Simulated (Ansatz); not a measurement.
# C2H6FNSi: a ladder of functionals and wavefunction methods

How much do the methods differ for C2H6FNSi? The plan is to run it at one geometry with functionals of several rungs and with coupled cluster. The yardstick is the atomisation energy at the CCSD(T) limit.

Method: functionals in def2-TZVPP, the program's frozen cores in correlated methods; program: Ansatz 0.2.0, Gaussian basis.

Plan: LDA (SPW92), PBE-D4, revPBE-D4, BLYP-D4, r2SCAN-D4, B97M-V, PBE0-D4, B3LYP-D4, r2SCANh-D4, r2SCAN0-D4, HSE06-D4, BHLYP-D4, CAM-B3LYP-D4, LC-ωPBE, ωB97X-V, ωB97M-V, B2PLYP, PBE-QIDH; CCSD(T)/def2-SVP; CCSD(T)/def2-TZVPP; MP2/def2-QZVPP; extrapolation to the limit; RPA on PBE.

### 1 Structure used throughout

All runs share one geometry, relaxed beforehand with PBE0-D4 in a triple-zeta def2 set.

SMILES `C=C(F)N[SiH3]`, 11 atoms, charge 0, spin multiplicity 1.

Atoms are counted from 1 here; the program's logs count them from 0.

Bond lengths: C1–C2 1.327 Å, C1–H6 1.079 Å, C1–H7 1.080 Å, C2–F3 1.344 Å, C2–N4 1.367 Å, N4–Si5 1.741 Å, N4–H8 1.006 Å, Si5–H9 1.483 Å, Si5–H10 1.483 Å, Si5–H11 1.484 Å. Angles: C2–C1–H6 119.9°, C2–C1–H7 120.5°, H6–C1–H7 119.6°, C1–C2–F3 120.1°, C1–C2–N4 130.2°, F3–C2–N4 109.7°, C2–N4–Si5 125.6°, C2–N4–H8 114.5°, Si5–N4–H8 120.0°, N4–Si5–H9 112.0°, N4–Si5–H10 112.0°, N4–Si5–H11 103.8°, H9–Si5–H10 109.0°, H9–Si5–H11 110.0°, H10–Si5–H11 110.0°.

Coordinates:

```xyz
11

C    -0.8410    2.0065    0.1923
C    -0.2293    0.8402    0.3573
F     0.4036    0.5691    1.5111
N    -0.1125   -0.2231   -0.4938
Si    0.7280   -1.7082   -0.1488
H    -0.8292    2.7366    0.9863
H    -1.3517    2.2322   -0.7321
H    -0.5634   -0.0957   -1.3841
H     0.1367   -2.4245    1.0078
H     2.1708   -1.4816    0.1108
H     0.5534   -2.5086   -1.3860
```

### 2 LDA

This LDA is Slater exchange with PW92 correlation.

Input file in.yaml:

```yaml
crystal:
  periodic: [false, false, false]
  atoms:
    - {symbol: C, position_ang: [-0.840952, 2.006517, 0.192274]}
    - {symbol: C, position_ang: [-0.229349, 0.840151, 0.357300]}
    - {symbol: F, position_ang: [0.403599, 0.569058, 1.511107]}
    - {symbol: N, position_ang: [-0.112491, -0.223142, -0.493791]}
    - {symbol: Si, position_ang: [0.728005, -1.708220, -0.148838]}
    - {symbol: H, position_ang: [-0.829211, 2.736641, 0.986304]}
    - {symbol: H, position_ang: [-1.351696, 2.232183, -0.732075]}
    - {symbol: H, position_ang: [-0.563434, -0.095659, -1.384122]}
    - {symbol: H, position_ang: [0.136701, -2.424459, 1.007772]}
    - {symbol: H, position_ang: [2.170815, -1.481617, 0.110756]}
    - {symbol: H, position_ang: [0.553412, -2.508551, -1.385985]}
basis:
  gaussian: {orbitals: def2-TZVPP}
hamiltonian: {xc: lda}
output: {orbitals: {seedname: orbitals}}
```

Launch:

```bash
ansatz run in.yaml --threads 4 --pin off --events-out ev --progress --plain --max-ram 10444MiB
```

After this run come: PBE-D4 (GGA); revPBE-D4 (GGA); BLYP-D4 (GGA); r2SCAN-D4 (meta-GGA); B97M-V (meta-GGA); PBE0-D4 (hybrid); B3LYP-D4 (hybrid); r2SCANh-D4 (hybrid); r2SCAN0-D4 (hybrid); HSE06-D4 (hybrid); BHLYP-D4 (hybrid); CAM-B3LYP-D4 (range-separated); LC-ωPBE (range-separated); ωB97X-V (range-separated); ωB97M-V (range-separated); B2PLYP (double hybrid); PBE-QIDH (double hybrid); CCSD(T) in def2-SVP; CCSD(T) in def2-TZVPP; MP2 in def2-QZVPP; RPA on PBE orbitals.

**Question.** What will the summary of the whole plan be? Wanted: atomisation energy, CCSD(T)/CBS; farthest beyond LDA; mean size of error, GGA; mean size of error, meta-GGA; mean size of error, hybrid; mean size of error, range-separated; mean size of error, double hybrid; gap, smallest and largest; T1 diagnostic.

As calculated:

| quantity | value |
| --- | --- |
| atomisation energy, CCSD(T)/CBS | 971.2 kcal/mol |
| functionals within 4.9 kcal/mol (0.5 %) | revPBE-D4, r2SCAN-D4, B97M-V, PBE0-D4, B3LYP-D4, r2SCANh-D4, HSE06-D4, LC-ωPBE |
| farthest beyond LDA | BHLYP-D4 (-26.6 kcal/mol) |
| mean size of error, GGA | 10.2 kcal/mol |
| mean size of error, meta-GGA | 3.3 kcal/mol |
| mean size of error, hybrid | 9.4 kcal/mol |
| mean size of error, range-separated | 5.6 kcal/mol |
| mean size of error, double hybrid | 7.5 kcal/mol |
| gap, smallest and largest | 4.56 eV (LDA (SPW92)), 11.41 eV (LC-ωPBE) |
| T1 diagnostic | 0.0118 |
| triples share of the correlation energy | 3.7 % |

**Reading.** LDA overbinds by 150.2 kcal/mol (15 %). PBE-D4 misses by +23.5 kcal/mol. Double hybrids carry the basis error of their MP2 part in triple zeta, and no dispersion term here, so their miss is partly the set-up's. Taken by rung, meta-GGA functionals do best (3.3 kcal/mol on average) and GGA ones worst beyond LDA (10.2 kcal/mol). The gap between the best rungs is small, so their order is not settled. The reference freezes the cores and leaves out relativity and excitations past (T), so misses under about 4.9 kcal/mol can't be ranked. Hartree-Fock recovers 72 % of the binding; the rest is correlation. CCSD(T) in def2-SVP is off by -55.9 kcal/mol, more than most functionals: a good method in a small basis is no reference. The gap grows from 4.6 to 11.4 eV across the functionals, mostly with the share of exact exchange.
